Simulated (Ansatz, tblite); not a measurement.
# The cluster Sn₃₁PH₄₄: rung by rung

One table from this session's results is given with a row withheld; the runs are named, their logs left out.

Program: Ansatz 0.2.0, Gaussian basis. Level of theory: as each input shows. These are calculated values, not measurements.

Levels to be run: GFN1-xTB, PBE-D4/def2-SVP, r2SCAN-D4/def2-SVP, B97M-V/def2-SVP.

2 further runs of the same task are left out: 2 for a known fault of the program.

## The relaxed structure

The doublet was relaxed beforehand with r2SCAN-D4/def2-SVP.

76 atoms, charge 0, spin multiplicity 2.

Bond lengths: Sn1–Sn17 2.801 Å, Sn1–Sn22 2.821 Å, Sn1–H33 1.720 Å, Sn1–H34 1.724 Å, Sn2–Sn18 2.803 Å, Sn2–Sn23 2.812 Å, Sn2–H35 1.726 Å, Sn2–H36 1.722 Å, Sn3–Sn22 2.805 Å, Sn3–Sn24 2.812 Å, Sn3–H37 1.723 Å, Sn3–H38 1.726 Å, Sn4–Sn21 2.795 Å, Sn4–Sn25 2.792 Å, Sn4–H39 1.722 Å, Sn4–H40 1.721 Å, Sn5–Sn17 2.802 Å, Sn5–Sn21 2.803 Å and more. Angles: Sn17–Sn1–Sn22 114.7°, Sn17–Sn1–H33 110.7°, Sn17–Sn1–H34 107.3°, Sn22–Sn1–H33 112.0°, Sn22–Sn1–H34 104.8°, H33–Sn1–H34 106.7°, Sn18–Sn2–Sn23 114.7°, Sn18–Sn2–H35 107.1°, Sn18–Sn2–H36 108.1°, Sn23–Sn2–H35 108.1°, Sn23–Sn2–H36 111.6°, H35–Sn2–H36 106.8°, Sn22–Sn3–Sn24 105.9°, Sn22–Sn3–H37 114.0°, Sn22–Sn3–H38 109.7°, Sn24–Sn3–H37 109.2°, Sn24–Sn3–H38 110.6°, H37–Sn3–H38 107.4° and more.

Sn takes a core potential in the def2 sets. No spin-orbit coupling is included.

PBE0-D4/def2-SVP was run before; its log isn't repeated, and its numbers join the tables.

The first run:

Tight binding, by tblite at 300 K electronic temperature and without a spin-polarisation term:

```python
tblite.interface.Calculator('GFN1-xTB', numbers, positions, charge=0, uhf=1).singlepoint()
```

start.molden holds the orbitals of an earlier run on this state, given as this run's starting guess.

File in.yaml:

```yaml
crystal:
  periodic: [false, false, false]
  atoms:
    - {symbol: Sn, position_ang: [-2.345187, -4.040960, -3.067433]}
    - {symbol: Sn, position_ang: [-2.144234, -3.979030, 4.022409]}
    - {symbol: Sn, position_ang: [1.066803, -4.115828, 0.320652]}
    - {symbol: Sn, position_ang: [1.494047, -0.286788, -8.713157]}
    - {symbol: Sn, position_ang: [-2.335995, -0.522093, -6.010974]}
    - {symbol: Sn, position_ang: [-2.278508, 2.178719, -2.042312]}
    - {symbol: Sn, position_ang: [0.867894, -0.816048, -2.914034]}
    - {symbol: Sn, position_ang: [0.820360, 2.839281, -5.458855]}
    - {symbol: P, position_ang: [-1.656088, -1.310327, 0.585636]}
    - {symbol: Sn, position_ang: [-0.998492, 1.460653, 2.847818]}
    - {symbol: Sn, position_ang: [0.999815, -0.474716, 3.431298]}
    - {symbol: Sn, position_ang: [1.628253, 2.380153, 0.413347]}
    - {symbol: Sn, position_ang: [-2.069970, -0.418994, 6.655114]}
    - {symbol: Sn, position_ang: [1.125567, 2.837052, 6.380756]}
    - {symbol: Sn, position_ang: [4.361956, -1.018565, 0.112301]}
    - {symbol: Sn, position_ang: [4.784134, 2.414354, 3.797936]}
    - {symbol: Sn, position_ang: [-3.931066, -2.433255, -4.723766]}
    - {symbol: Sn, position_ang: [-3.134554, -3.155249, 1.533297]}
    - {symbol: Sn, position_ang: [-3.431828, 0.125527, -0.506135]}
    - {symbol: Sn, position_ang: [-3.251742, 0.651239, 4.353986]}
    - {symbol: Sn, position_ang: [-0.472219, -1.914295, -7.574541]}
    - {symbol: Sn, position_ang: [-0.621523, -2.618513, -1.345135]}
    - {symbol: Sn, position_ang: [-0.380500, -2.162888, 5.246536]}
    - {symbol: Sn, position_ang: [2.518116, -2.240309, 1.832511]}
    - {symbol: Sn, position_ang: [2.746089, 1.363803, -6.841256]}
    - {symbol: Sn, position_ang: [-0.868171, 1.004503, -4.167795]}
    - {symbol: Sn, position_ang: [-0.488262, 3.882750, -0.688937]}
    - {symbol: Sn, position_ang: [2.784173, 0.643868, -1.480638]}
    - {symbol: Sn, position_ang: [-0.213563, 3.841904, 4.135244]}
    - {symbol: Sn, position_ang: [2.781902, 0.953084, 5.114510]}
    - {symbol: Sn, position_ang: [3.816110, 3.764228, 1.538293]}
    - {symbol: Sn, position_ang: [-0.685956, 1.550483, 8.085644]}
    - {symbol: H, position_ang: [-3.314210, -5.177854, -2.214559]}
    - {symbol: H, position_ang: [-1.295025, -4.950430, -4.088713]}
    - {symbol: H, position_ang: [-3.504210, -4.190850, 5.063120]}
    - {symbol: H, position_ang: [-1.421400, -5.529680, 3.825498]}
    - {symbol: H, position_ang: [2.167488, -5.133727, -0.529204]}
    - {symbol: H, position_ang: [0.119329, -5.125529, 1.350905]}
    - {symbol: H, position_ang: [2.651471, -1.260187, -9.535724]}
    - {symbol: H, position_ang: [0.743179, 0.711293, -9.897198]}
    - {symbol: H, position_ang: [-3.305091, 0.492871, -7.016415]}
    - {symbol: H, position_ang: [-3.584648, 3.126984, -2.667347]}
    - {symbol: H, position_ang: [1.675695, -1.757949, -4.122350]}
    - {symbol: H, position_ang: [-0.061495, 3.846226, -6.540979]}
    - {symbol: H, position_ang: [1.547942, 3.862590, -4.279318]}
    - {symbol: H, position_ang: [-1.497906, 1.759918, 1.223057]}
    - {symbol: H, position_ang: [-3.206332, -1.256951, 7.646728]}
    - {symbol: H, position_ang: [2.015013, 4.046009, 7.232209]}
    - {symbol: H, position_ang: [5.211096, -2.229195, -0.772383]}
    - {symbol: H, position_ang: [5.520410, -0.103245, 1.001893]}
    - {symbol: H, position_ang: [6.085023, 1.388182, 3.325595]}
    - {symbol: H, position_ang: [5.430743, 3.571310, 4.903796]}
    - {symbol: H, position_ang: [-4.660606, -3.440162, -5.918725]}
    - {symbol: H, position_ang: [-5.200572, -1.700992, -3.826623]}
    - {symbol: H, position_ang: [-3.156343, -4.470333, 0.417569]}
    - {symbol: H, position_ang: [-4.735540, -2.532843, 1.643988]}
    - {symbol: H, position_ang: [-4.464265, -0.843207, -1.495081]}
    - {symbol: H, position_ang: [-4.374519, 0.756966, 0.791152]}
    - {symbol: H, position_ang: [-4.130855, -0.597037, 3.550207]}
    - {symbol: H, position_ang: [-4.330897, 1.971535, 4.590502]}
    - {symbol: H, position_ang: [-1.288570, -2.794379, -8.811453]}
    - {symbol: H, position_ang: [0.274920, -3.078416, -6.549642]}
    - {symbol: H, position_ang: [0.719188, -3.048623, 6.241777]}
    - {symbol: H, position_ang: [3.366243, -3.098685, 3.077537]}
    - {symbol: H, position_ang: [3.899082, 2.381933, -7.613858]}
    - {symbol: H, position_ang: [3.597893, 0.396660, -5.702544]}
    - {symbol: H, position_ang: [0.039193, 5.087184, -1.809498]}
    - {symbol: H, position_ang: [-1.320229, 4.701435, 0.581623]}
    - {symbol: H, position_ang: [3.736535, 1.545455, -2.612015]}
    - {symbol: H, position_ang: [0.856930, 4.796753, 3.179631]}
    - {symbol: H, position_ang: [-1.583994, 4.815391, 4.508266]}
    - {symbol: H, position_ang: [3.521348, -0.113023, 6.257367]}
    - {symbol: H, position_ang: [3.402222, 5.382864, 1.948520]}
    - {symbol: H, position_ang: [5.071364, 3.836347, 0.354756]}
    - {symbol: H, position_ang: [-1.800936, 2.672664, 8.770396]}
    - {symbol: H, position_ang: [0.164174, 0.815685, 9.391115]}
basis:
  gaussian: {orbitals: def2-SVP, fitting: {mean_field: def2-universal-jkfit}, initial_orbitals: start.molden}
magnetization: {spin_polarized: true, initial_magnetization: 1}
hamiltonian: {xc: pbe, dispersion: d4}
scf: {omitted_lower_state_checks: [starts]}
output: {orbitals: {seedname: orbitals}}
```

The run is started by

```
$ ansatz run in.yaml --threads 11 --pin off --events-out ev --progress --plain --max-ram 174080MiB --backend cuda --devices 0, --max-vram 75GiB
```

Steps of the session up to this table: PBE-D4/def2-SVP; r2SCAN-D4/def2-SVP; B97M-V/def2-SVP.

One of the session's tables, all rows but one given; the rest of the session is left out.

It belongs to the step «Binding energy». 

```
             level  binding an atom (eV)
   PBE-D4/def2-SVP                 2.455
r2SCAN-D4/def2-SVP                 2.448
   B97M-V/def2-SVP                     ?
  PBE0-D4/def2-SVP                 2.450
```

**Question.** Estimate the row for B97M-V/def2-SVP.

As computed: binding an atom (eV): 2.524. In the column «binding an atom (eV)» it is the highest.

Limits of these values: Free atoms were run apart at each level; binding is atoms less cluster, divided by the number of atoms, without zero-point or spin-orbit terms.
